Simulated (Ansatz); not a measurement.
# NiBi: the cost of one run

Method: DFT PBEsol, with the methods named in each step, in Ansatz 0.2.0.

## 1. The system as given

Symmetry: P6_3/mmc, No. 194, hexagonal system. Conventional cell: a = 4.118 Å, b = 4.118 Å, c = 5.244 Å, α = 90.00°, β = 90.00°, γ = 120.00°. Ni (site symmetry -3m) is surrounded by 2 Ni at 2.62 Å and 6 Bi at 2.71 Å. Bi (site symmetry -6m2) is surrounded by 6 Ni at 2.71 Å.

As a file:

```
CELL_PARAMETERS angstrom
4.11794 0.00000 0.00000
-2.05897 3.56624 0.00000
0.00000 0.00000 5.24381
ATOMIC_POSITIONS crystal
Ni 0.00000 0.00000 0.50000
Ni 0.00000 0.00000 0.00000
Bi 0.33333 0.66667 0.25000
Bi 0.66667 0.33333 0.75000
```

Atoms are numbered in the order of the input: Ni1, Ni2, Bi3, Bi4.

## 2. Free moments, LAPW

input.yaml

```yaml
crystal:
  lattice:
    - [4.1179380196, 0.0, 0.0]
    - [-2.0589690098, 3.5662389362, 0.0]
    - [0.0, 0.0, 5.24380966]
  atoms:
    - { symbol: Ni, position: [0.0, 0.0, 0.5], spin: 1.5 }
    - { symbol: Ni, position: [0.0, 0.0, 0.0], spin: 1.5 }
    - { symbol: Bi, position: [0.3333333333, 0.6666666667, 0.25] }
    - { symbol: Bi, position: [0.6666666667, 0.3333333333, 0.75] }
magnetization:
  spin_polarized: true
kpoints:
  mp_grid: { grid: [10, 10, 7] }
scf:
  occupations: { method: fermi_dirac, width: 0.05 }
  lower_state_search: "off"
hamiltonian:
  xc: pbesol
  pseudopotentials: { kind: all_electron, lapw: { basis_error: 0.001 } }
output:
  forces: true
  stress: true
  eigenvalues: false
  populations: true
  dos: { projected: true, de: 0.1, e_range: [-8, 5] }
```

On the command line:

```
ansatz run input.yaml --threads 2 --pin off --max-ram 6144MiB --backend cpu --events-out ev --progress --plain --runs-dir out
```

Q: Estimate wall time and peak memory on 2 threads of AMD EPYC 9R45 (Zen 5), shared host.

About 48 s, with a peak of 1.2 GiB.
